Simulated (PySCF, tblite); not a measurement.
# Si14Ge12H32: electronic excitations, NMR shifts

Aim: compute the electronic excitations, NMR shifts of Si14Ge12H32.

Programs: tblite 0.8.0 and PySCF 2.14.0, with routines of our own; each step states its level. All values are computed. Atoms count from 0.

## Step 1: The starting structure

58 atoms, charge 0, multiplicity 1; geometry from: force field, distance geometry or constructed start.

## Step 2: Geometry optimisation with GFN2-xTB

The job: settings as JSON, then the geometry in Å.

```
{"job": {"kind": "relax", "xc": "GFN2-xTB", "basis": "xTB"}, "charge": 0, "multiplicity": 1}
Ge    -3.372100     0.154200     1.956100
Si    -3.380200     0.158600    -0.448100
Ge    -3.371800     2.415400    -1.239800
Si    -3.377700     2.422100     2.751100
Ge     0.539300     0.154800    -4.435900
Ge     2.495700    -0.975400    -1.243400
Si     2.499100    -0.973200    -3.643000
Ge    -1.415000    -0.972200    -1.239300
Si    -1.415700    -0.977000    -3.640100
Ge     0.537500    -4.368200    -1.239200
Ge     0.538200     0.154800     1.955600
Si     0.537800     0.154000    -0.441200
Si     2.495600    -0.974200     2.762300
Ge     2.501200    -3.237200     1.955000
Si     2.496800    -3.231500    -0.441000
Si    -1.420300    -0.974300     2.763600
Ge    -1.418000    -3.234700     1.958600
Si    -1.419500    -3.240000    -0.442200
Si     0.539700    -4.365600     2.759800
Ge     0.543100     2.418600    -1.238100
Si     0.538000     2.421500    -3.638200
Ge     2.498100     3.550000     1.957500
Si     2.502400     3.553100    -0.434600
Ge    -1.422600     3.544200     1.956200
Si    -1.417900     3.551100    -0.440300
Si     0.534200     2.416800     2.759800
H     -4.625600    -0.563000     2.467000
H     -4.553400    -0.522200    -0.920000
H     -3.376400     2.418100    -2.772800
H     -4.625200     3.139300    -0.727400
H     -4.549200     3.097100     2.276200
H     -3.378900     2.419000     4.197500
H      0.539300     0.156100    -5.971200
H      3.750400    -0.254900    -0.727100
H      3.676000    -0.294200    -4.123000
H      2.499500    -2.330300    -4.122600
H     -2.594900    -0.295900    -4.123800
H     -1.417500    -2.330000    -4.122300
H      0.541400    -4.371300    -2.770900
H      0.535500    -5.806500    -0.729600
H      3.674700    -0.298300     2.281100
H      2.504900    -0.980500     4.201000
H      3.753200    -3.956800     2.464100
H      3.677400    -3.915900    -0.923000
H     -1.422100    -0.973200     4.199700
H     -2.669500    -3.956200     2.464300
H     -2.591700    -3.915300    -0.921800
H      0.540000    -4.364800     4.199600
H      0.541900    -5.724700     2.277500
H      1.718000     3.097200    -4.117700
H     -0.636300     3.089200    -4.116600
H      2.505600     4.992300     2.467400
H      3.747900     2.826900     2.467800
H      2.495600     4.904600    -0.924200
H      3.675500     2.868800    -0.919700
H     -1.418900     4.994000     2.468300
H     -1.411800     4.900500    -0.923100
H      0.543000     2.425300     4.196600
```

On the command line:

```bash
$ OMP_NUM_THREADS=4 python large_run.py task.json out
```

This one command runs all jobs of the session in turn.

What it wrote:

```text
step      E/eV     max force
  0   -1735.74314    1.105
  1   -1736.00105    0.695
  2   -1736.14853    0.379
  3   -1736.19234    0.365
  4   -1736.28782    0.420
  5   -1736.35211    0.425
  6   -1736.38851    0.295
  7   -1736.40320    0.179
  8   -1736.41799    0.134
  9   -1736.42890    0.141
 10   -1736.43543    0.128
 11   -1736.43938    0.113
 12   -1736.44304    0.088
 13   -1736.44711    0.128
 14   -1736.45128    0.121
 15   -1736.45480    0.106
 16   -1736.45726    0.081
 17   -1736.45875    0.049
 18   -1736.45974    0.052
 19   -1736.46063    0.046
 20   -1736.46164    0.056
 21   -1736.46280    0.071
 22   -1736.46404    0.068
 23   -1736.46529    0.052
 24   -1736.46644    0.041
 25   -1736.46731    0.039
 26   -1736.46785    0.040
 27   -1736.46822    0.034
 28   -1736.46860    0.032
 29   -1736.46902    0.031
 30   -1736.46943    0.036
 31   -1736.46979    0.033
 32   -1736.47013    0.031
 33   -1736.47048    0.033
 34   -1736.47084    0.029
 35   -1736.47115    0.027
 36   -1736.47143    0.032
 37   -1736.47172    0.031
 38   -1736.47207    0.029
 39   -1736.47244    0.035
 40   -1736.47281    0.037
 41   -1736.47316    0.034
 42   -1736.47350    0.033
 43   -1736.47385    0.028
 44   -1736.47421    0.037
 45   -1736.47460    0.035
 46   -1736.47506    0.043
 47   -1736.47558    0.047
 48   -1736.47614    0.041
 49   -1736.47666    0.045
 50   -1736.47711    0.036
 51   -1736.47748    0.031
 52   -1736.47780    0.028
 53   -1736.47809    0.034
 54   -1736.47840    0.038
 55   -1736.47872    0.029
 56   -1736.47901    0.028
 57   -1736.47926    0.024
 58   -1736.47949    0.025
 59   -1736.47972    0.026
 60   -1736.47997    0.022
 61   -1736.48019    0.021
 62   -1736.48036    0.018
```

Wall time 23 s (4 threads of Arm Neoverse N1, shared host); peak memory 0.17 GiB.

Along the way:

```tsv
step	energy from step 0 (eV)	largest force (eV/Å)
0	0.0000	1.1052
1	-0.2579	0.6948
2	-0.4054	0.3794
3	-0.4492	0.3651
4	-0.5447	0.4201
5	-0.6090	0.4253
6	-0.6454	0.2950
7	-0.6601	0.1785
8	-0.6748	0.1341
12	-0.6999	0.0881
17	-0.7156	0.0497
21	-0.7197	0.0712
26	-0.7247	0.0400
30	-0.7263	0.0354
35	-0.7280	0.0266
39	-0.7293	0.0350
44	-0.7311	0.0361
48	-0.7330	0.0406
53	-0.7350	0.0341
58	-0.7363	0.0251
59	-0.7366	0.0263
60	-0.7368	0.0223
61	-0.7370	0.0208
62	-0.7372	0.0175
```

Distances of close pairs at the start and the end, largest changes first:

```tsv
bond	before (Å)	after (Å)	change (Å)
Ge7–Si11	2.391	2.473	+0.082
Ge10–Si11	2.397	2.455	+0.059
Si11–Ge19	2.401	2.454	+0.054
Ge21–Si25	2.405	2.356	-0.050
Ge4–Si20	2.403	2.358	-0.045
Ge21–Si22	2.392	2.348	-0.044
Si15–H44	1.436	1.478	+0.042
Si12–Ge13	2.403	2.362	-0.041
```

The final coordinates are the input of the step that follows.

## Step 3: Electronic excitations: TDDFT PBE/def2-SVP

The job: settings as JSON, then the geometry in Å.

```
{"job": {"kind": "uv", "basis": "def2-SVP", "grid": 1, "kgrid": 0, "vcut": null, "nstates": 6, "ntriplets": 2, "tda": false, "delta": ["ip_vertical"], "pop": true, "xc": "PBE"}, "charge": 0, "multiplicity": 1}
Ge    -3.326590     0.223249     1.950442
Si    -3.429767     0.145235    -0.432801
Ge    -3.236082     2.359517    -1.229146
Si    -3.416405     2.418426     2.820114
Ge     0.519917     0.157788    -4.343474
Ge     2.388341    -1.071287    -1.301683
Si     2.507669    -0.914662    -3.662334
Ge    -1.486787    -0.995124    -1.253495
Si    -1.426094    -0.979261    -3.636947
Ge     0.563417    -4.245542    -1.214681
Ge     0.521450     0.162787     2.045607
Si     0.517907     0.182006    -0.409730
Si     2.485214    -0.962258     2.771676
Ge     2.403448    -3.188086     1.984994
Si     2.549285    -3.265947    -0.392313
Si    -1.461830    -1.001269     2.767878
Ge    -1.322117    -3.227132     1.940009
Si    -1.441238    -3.257897    -0.444535
Si     0.544883    -4.391956     2.811037
Ge     0.549962     2.473307    -1.289133
Si     0.497689     2.418167    -3.671571
Ge     2.433008     3.483173     1.860562
Si     2.535234     3.503224    -0.485227
Ge    -1.455806     3.436667     1.978519
Si    -1.393375     3.585398    -0.407709
Si     0.542642     2.438012     2.800216
H     -4.556024    -0.535885     2.460005
H     -4.681237    -0.480749    -0.890082
H     -3.171399     2.325324    -2.749059
H     -4.533095     3.138804    -1.069848
H     -4.629374     3.122101     2.380447
H     -3.442708     2.427954     4.287448
H      0.514556     0.148631    -5.875791
H      3.605180    -0.299132    -0.754266
H      3.706874    -0.189322    -4.097034
H      2.614073    -2.268324    -4.223593
H     -2.636019    -0.333421    -4.163630
H     -1.446166    -2.359354    -4.143129
H      0.575320    -4.203603    -2.737597
H      0.548069    -5.753578    -1.019252
H      3.676696    -0.268255     2.262659
H      2.580318    -0.920354     4.237810
H      3.660239    -3.889695     2.513964
H      3.746874    -3.976414    -0.868344
H     -1.458180    -1.000656     4.245585
H     -2.588931    -3.925246     2.448533
H     -2.619972    -4.013795    -0.898096
H      0.528740    -4.423381     4.278486
H      0.565023    -5.792485     2.366818
H      1.647560     3.161703    -4.207090
H     -0.698155     3.122514    -4.154343
H      2.599968     4.885846     2.420480
H      3.681420     2.845723     2.443913
H      2.670212     4.874713    -0.991888
H      3.713535     2.766570    -0.959428
H     -1.453984     4.885200     2.483114
H     -1.434355     4.988598    -0.854670
H      0.565203     2.473067     4.274047
```

Level: TDDFT PBE/def2-SVP, vertical, gas phase, core orbitals frozen in the response.

What it wrote:

```text
start: PBE on a coarse grid of 236203 points
cycle   1  E = -28986.1222448003  dE = -4.743e+00  |g| = 1.600e+00  |ddm| = 8.938e+00
cycle   2  E = -28985.9497040432  dE =  1.725e-01  |g| = 1.986e+00  |ddm| = 2.362e+00
cycle   3  E = -28986.3108690900  dE = -3.612e-01  |g| = 3.665e-01  |ddm| = 1.967e+00
cycle   4  E = -28986.3531714288  dE = -4.230e-02  |g| = 1.314e-01  |ddm| = 8.505e-01
cycle   5  E = -28986.3588369940  dE = -5.666e-03  |g| = 3.171e-02  |ddm| = 2.642e-01
cycle   6  E = -28986.3591923671  dE = -3.554e-04  |g| = 1.052e-02  |ddm| = 7.447e-02
cycle   7  E = -28986.3592261051  dE = -3.374e-05  |g| = 3.566e-03  |ddm| = 2.447e-02
final grid: 236203 points
cycle   8  E = -28986.3592144965  dE =  1.161e-05  |g| = 7.975e-03  |ddm| = 2.189e-02
cycle   9  E = -28986.3590634237  dE =  1.511e-04  |g| = 1.973e-02  |ddm| = 5.276e-02
cycle  10  E = -28986.3592270841  dE = -1.637e-04  |g| = 2.071e-03  |ddm| = 3.898e-02
cycle  11  E = -28986.3592372091  dE = -1.013e-05  |g| = 3.108e-04  |ddm| = 4.100e-03
cycle  12  E = -28986.3592434198  dE = -6.211e-06  |g| = 8.279e-05  |ddm| = 7.004e-04
converged SCF energy = -28986.3592434198
Vertical ionisation energy (delta-SCF) = 7.1726 eV   <S^2> = 0.751

Static polarisability (au): isotropic 763.373, principal 697.477 771.489 821.152

Singlet excitations
state   eV       nm        f      main configurations
  1   3.6206    342.4   0.00064   H->L 0.98
  2   3.6946    335.6   0.00013   H-1->L 0.51, H->L+1 0.48
  3   3.7053    334.6   0.00176   H->L+1 0.51, H-1->L 0.48
  4   3.7924    326.9   0.00141   H-1->L+1 0.96
  5   3.8512    321.9   0.00008   H->L+2 0.92
  6   3.8536    321.7   0.00149   H-2->L 0.92

Triplet excitations (Tamm-Dancoff, eV): 3.4983 3.5769
```

Run time: 3.3 min. Hardware: 4 threads of Arm Neoverse N1, shared host; peak memory 3.4 GiB.

Frontier orbitals and where they lie:

```tsv
orbital	eV	atoms
HOMO−4	-6.24	Si20 9 %, Ge4 8 %, Ge19 7 %
HOMO−3	-6.12	Ge9 7 %, Si18 7 %, Si3 6 %
HOMO−2	-6.05	Ge10 11 %, Si8 8 %, Ge7 8 %
HOMO−1	-5.88	Ge7 11 %, Si15 9 %, Si11 9 %
HOMO	-5.80	Ge10 8 %, Si25 8 %, Ge19 7 %
LUMO	-2.23	Si11 11 %, Ge19 10 %, Ge5 9 %
LUMO+1	-2.15	Si11 10 %, Ge7 9 %, Si17 7 %
LUMO+2	-1.99	Si15 6 %, Ge19 6 %, Ge5 6 %
LUMO+3	-1.92	Si11 10 %, Ge10 9 %, Ge5 8 %
```

Ground-state properties from the same run:

```tsv
property	computed
dipole moment (D)	0.08
polarisability (Å³)	113.12
HOMO–LUMO gap (eV)	3.57
−ε(HOMO) (eV)	5.80
```

## Step 4: NMR shifts: GIAO KT3/pcSseg-1

The job, as its differences from that of step 3:

```diff
@@ -1,2 +1,2 @@
-{"job": {"kind": "uv", "basis": "def2-SVP", "grid": 1, "kgrid": 0, "vcut": null, "nstates": 6, "ntriplets": 2, "tda": false, "delta": ["ip_vertical"], "pop": true, "xc": "PBE"}, "charge": 0, "multiplicity": 1}
+{"job": {"kind": "nmr", "xc": "KT3", "basis": "pcSseg-1", "pop": false}, "charge": 0, "multiplicity": 1}
 Ge    -3.326590     0.223249     1.950442
```

With the program's defaults for keys left out, this is: GIAO KT3/pcSseg-1 NMR shielding, non-relativistic, gas phase.

What it wrote:

```text
start: PBE on a coarse grid of 236203 points
cycle   1  E = -28987.4921960008  dE = -5.283e+00  |g| = 3.484e+00  |ddm| = 9.693e+00
cycle   2  E = -28986.8589487022  dE =  6.332e-01  |g| = 4.121e+00  |ddm| = 4.447e+00
cycle   3  E = -28988.0537473826  dE = -1.195e+00  |g| = 6.570e-01  |ddm| = 3.570e+00
cycle   4  E = -28988.0999928536  dE = -4.625e-02  |g| = 4.842e-01  |ddm| = 2.021e+00
cycle   5  E = -28988.1787134800  dE = -7.872e-02  |g| = 8.702e-02  |ddm| = 9.575e-01
cycle   6  E = -28988.1809646803  dE = -2.251e-03  |g| = 2.823e-02  |ddm| = 1.909e-01
cycle   7  E = -28988.1812071203  dE = -2.424e-04  |g| = 9.479e-03  |ddm| = 6.333e-02
final grid: 447071 points
cycle   8  E = -29122.5058688492  dE = -5.516e-02  |g| = 1.713e+00  |ddm| = 2.012e+00
cycle   9  E = -29122.3662020226  dE =  1.397e-01  |g| = 2.142e+00  |ddm| = 2.431e+00
cycle  10  E = -29122.6771104403  dE = -3.109e-01  |g| = 2.179e-01  |ddm| = 1.507e+00
cycle  11  E = -29122.6804678307  dE = -3.357e-03  |g| = 1.519e-01  |ddm| = 6.173e-01
cycle  12  E = -29122.6886500550  dE = -8.182e-03  |g| = 2.067e-02  |ddm| = 3.114e-01
cycle  13  E = -29122.6887812729  dE = -1.312e-04  |g| = 6.339e-03  |ddm| = 4.619e-02
cycle  14  E = -29122.6887873177  dE = -6.045e-06  |g| = 2.281e-03  |ddm| = 1.446e-02
cycle  15  E = -29122.6887809780  dE =  6.340e-06  |g| = 8.475e-04  |ddm| = 5.350e-03
cycle  16  E = -29122.6887957712  dE = -1.479e-05  |g| = 2.378e-04  |ddm| = 2.015e-03
cycle  17  E = -29122.6887937656  dE =  2.006e-06  |g| = 1.406e-04  |ddm| = 6.704e-04
cycle  18  E = -29122.6887886897  dE =  5.076e-06  |g| = 2.722e-05  |ddm| = 2.805e-04
converged SCF energy = -29122.6887886897

GIAO shielding tensors (ppm)
atom      isotropic    diamagn.    paramagn.     s11        s22        s33       span
  0 Ge    1686.661    2764.838   -1078.177   1673.899   1687.201   1698.882     24.983
  1 Si     448.810     884.583    -435.773    431.897    448.411    466.123     34.226
  2 Ge    1691.707    2764.137   -1072.430   1630.455   1719.303   1725.362     94.907
  3 Si     461.382     884.777    -423.395    428.397    470.241    485.509     57.112
  4 Ge    1745.337    2765.407   -1020.069   1733.052   1747.831   1755.129     22.077
  5 Ge    1689.164    2767.307   -1078.143   1674.329   1686.003   1707.159     32.830
  6 Si     460.162     885.342    -425.180    435.647    468.403    476.435     40.788
  7 Ge    1705.291    2767.651   -1062.360   1639.618   1725.328   1750.927    111.310
  8 Si     453.004     885.289    -432.285    437.108    448.930    472.975     35.867
  9 Ge    1690.819    2764.330   -1073.511   1633.322   1709.950   1729.185     95.864
 10 Ge    1666.351    2767.664   -1101.313   1638.500   1662.842   1697.711     59.211
 11 Si     436.606     881.377    -444.770    414.216    442.237    453.365     39.149
 12 Si     460.453     885.020    -424.567    437.987    465.473    477.899     39.912
 13 Ge    1695.217    2765.130   -1069.913   1682.997   1685.935   1716.719     33.722
 14 Si     453.779     885.513    -431.734    419.893    458.894    482.551     62.659
 15 Si     461.987     883.555    -421.568    433.878    474.941    477.143     43.265
 16 Ge    1683.190    2764.981   -1081.791   1668.101   1684.800   1696.669     28.568
 17 Si     447.328     884.428    -437.101    431.289    442.870    467.823     36.534
 18 Si     461.189     884.675    -423.486    430.616    471.313    481.639     51.023
 19 Ge    1712.616    2768.368   -1055.752   1662.469   1705.926   1769.454    106.985
 20 Si     453.962     885.214    -431.252    429.073    460.451    472.363     43.290
 21 Ge    1687.297    2762.564   -1075.267   1649.980   1671.052   1740.860     90.881
 22 Si     455.690     885.032    -429.342    433.922    448.824    484.324     50.401
 23 Ge    1687.939    2764.816   -1076.876   1670.113   1683.001   1710.704     40.591
 24 Si     448.052     884.515    -436.463    421.383    451.881    470.891     49.508
 25 Si     462.675     884.590    -421.915    441.712    467.816    478.497     36.785
 26 H       27.616      31.619      -4.002     19.939     21.804     41.106     21.167
 27 H       27.417      30.851      -3.434     23.219     23.616     35.418     12.199
 28 H       28.192      32.847      -4.655     20.672     25.072     38.834     18.162
 29 H       27.961      31.732      -3.771     20.399     21.439     42.044     21.644
 30 H       27.663      30.085      -2.422     23.261     24.442     35.285     12.024
 31 H       27.907      30.118      -2.211     23.907     24.212     35.603     11.696
 32 H       28.308      29.206      -0.898     20.691     21.041     43.192     22.501
 33 H       27.276      34.417      -7.141     21.719     22.614     37.493     15.774
 34 H       27.828      29.319      -1.490     23.728     24.195     35.562     11.834
 35 H       27.844      29.775      -1.931     22.916     26.256     34.360     11.445
 36 H       27.713      29.990      -2.278     23.085     25.949     34.104     11.019
 37 H       27.723      30.083      -2.359     22.994     26.056     34.120     11.126
 38 H       28.198      32.626      -4.428     20.503     25.132     38.958     18.455
 39 H       27.985      31.714      -3.729     20.315     21.626     42.013     21.698
 40 H       27.333      31.149      -3.817     23.316     26.348     32.335      9.019
 41 H       28.003      31.150      -3.148     22.979     25.704     35.324     12.345
 42 H       27.666      30.364      -2.699     20.287     20.474     42.236     21.949
 43 H       27.571      30.930      -3.359     22.152     24.131     36.431     14.279
 44 H       27.931      32.361      -4.430     23.510     25.756     34.526     11.016
 45 H       27.619      31.548      -3.929     19.998     21.872     40.988     20.990
 46 H       27.433      30.646      -3.213     23.239     23.789     35.270     12.031
 47 H       27.914      29.856      -1.942     23.746     24.323     35.673     11.927
 48 H       27.659      30.047      -2.388     23.158     24.601     35.218     12.060
 49 H       27.966      29.471      -1.504     22.992     25.340     35.567     12.575
 50 H       27.707      29.690      -1.984     23.076     26.359     33.685     10.610
 51 H       28.163      29.829      -1.665     20.801     21.506     42.184     21.383
 52 H       28.039      30.789      -2.750     20.502     23.983     39.631     19.129
 53 H       27.818      29.713      -1.895     22.547     25.056     35.851     13.304
 54 H       27.548      30.162      -2.614     23.217     26.655     32.773      9.556
 55 H       27.606      31.322      -3.716     19.960     21.377     41.481     21.522
 56 H       27.429      31.004      -3.575     22.944     23.630     35.712     12.768
 57 H       28.003      31.789      -3.786     24.208     24.579     35.221     11.013
```

Run time: 2.7 min. Hardware: 4 threads of Arm Neoverse N1, shared host; peak memory 2.8 GiB.

Shifts follow as δ = σ(reference) − σ, with reference shieldings (ppm) from runs at the same level and on the same kind of geometry: $^{1}$H TMS 31.76, $^{29}$Si TMS 361.7. The references are single molecules in the gas phase.

```tsv
atoms	environment	σ (ppm)	δ (ppm)
H33	hydrogen on a germanium bonded to 3 Si	27.28	4.48
H40	hydrogen on a silicon bonded to 2 Ge	27.33	4.43
H27	hydrogen on a silicon bonded to 3 Ge	27.42	4.34
H56	hydrogen on a silicon bonded to 3 Ge	27.43	4.33
H46	hydrogen on a silicon bonded to 3 Ge	27.43	4.33
H54	hydrogen on a silicon bonded to 2 Ge	27.55	4.21
H43	hydrogen on a silicon bonded to 3 Ge	27.57	4.19
H55	hydrogen on a germanium bonded to 3 Si	27.61	4.15
H26	hydrogen on a germanium bonded to 3 Si	27.62	4.14
H45	hydrogen on a germanium bonded to 3 Si	27.62	4.14
H48	hydrogen on a silicon bonded to 2 Ge	27.66	4.10
H30	hydrogen on a silicon bonded to 2 Ge	27.66	4.10
H42	hydrogen on a germanium bonded to 3 Si	27.67	4.09
H50	hydrogen on a silicon bonded to 2 Ge	27.71	4.05
H36	hydrogen on a silicon bonded to 2 Ge	27.71	4.05
H37	hydrogen on a silicon bonded to 2 Ge	27.72	4.04
H53	hydrogen on a silicon bonded to 2 Ge	27.82	3.94
H34	hydrogen on a silicon bonded to 2 Ge	27.83	3.93
H35	hydrogen on a silicon bonded to 2 Ge	27.84	3.92
H31	hydrogen on a silicon bonded to 2 Ge	27.91	3.85
H47	hydrogen on a silicon bonded to 2 Ge	27.91	3.85
H44	hydrogen on a silicon bonded to 3 Ge	27.93	3.83
H29	hydrogen on a germanium bonded to 2 Si	27.96	3.80
H49	hydrogen on a silicon bonded to 2 Ge	27.97	3.79
H39	hydrogen on a germanium bonded to 2 Si	27.98	3.78
H41	hydrogen on a silicon bonded to 2 Ge	28.00	3.76
H57	hydrogen on a silicon bonded to 3 Ge	28.00	3.76
H52	hydrogen on a germanium bonded to 2 Si	28.04	3.72
H51	hydrogen on a germanium bonded to 2 Si	28.16	3.60
H28	hydrogen on a germanium bonded to 2 Si	28.19	3.57
H38	hydrogen on a germanium bonded to 2 Si	28.20	3.56
H32	hydrogen on a germanium bonded to 3 Si	28.31	3.45
Ge10	germanium bonded to 4 Si	1666	–
Ge16	germanium bonded to 3 Si, H	1683	–
Ge0	germanium bonded to 3 Si, H	1687	–
Ge21	germanium bonded to 2 Si, 2 H	1687	–
Ge23	germanium bonded to 3 Si, H	1688	–
Ge5	germanium bonded to 3 Si, H	1689	–
Ge9	germanium bonded to 2 Si, 2 H	1691	–
Ge2	germanium bonded to 2 Si, 2 H	1692	–
```

Ring of atoms Ge0, Si1, Ge2, Si3, Ge23, Si24: NICS(0) -0.9, NICS(1) -1.1, NICS(1)zz 4.1 ppm (means of both faces).

Ring of atoms Ge0, Si1, Ge7, Ge10, Si11, Si15: NICS(0) -1.1, NICS(1) -0.9, NICS(1)zz 1.5 ppm (means of both faces).

Ring of atoms Ge0, Si1, Ge7, Si15, Ge16, Si17: NICS(0) -0.6, NICS(1) -1.0, NICS(1)zz 4.6 ppm (means of both faces).

## Step 5: What came out

```
                                   quantity                                                                                                            value
              lowest singlet (PBE/def2-SVP)                                                                                      3.62 eV (342 nm), f = 0.001
   brightest single state of those computed                                                                                      state 3, 3.71 eV, f = 0.002
                             lowest triplet                                                                                                          3.50 eV
  $^{1}$H shifts against TMS (KT3/pcSseg-1)                  4.48, 4.43, 4.34, 4.33, 4.33, 4.21, 4.19, 4.15, 4.14, 4.14, 4.10, 4.10, 4.09, 4.05 ppm and more
$^{29}$Si shifts against TMS (KT3/pcSseg-1)           -74.9, -85.7, -86.4, -87.1, -91.3, -92.1, -92.3, -94.0, -98.5, -98.8, -99.5, -99.7, -100.3, -101.0 ppm
            shieldings of Ge (KT3/pcSseg-1)  Ge10 1666.4, Ge16 1683.2, Ge0 1686.7, Ge21 1687.3, Ge23 1687.9, Ge5 1689.2, Ge9 1690.8, Ge2 1691.7 ppm and more
```

In words: The first singlet state (HOMO→LUMO 0.98) lies at 3.62 eV and is dark; of the 6 states computed, the strongest absorption comes from state 3 at 3.71 eV. The lowest triplet lies 0.12 eV below the lowest singlet (triplets in Tamm-Dancoff, singlets in full TDDFT).
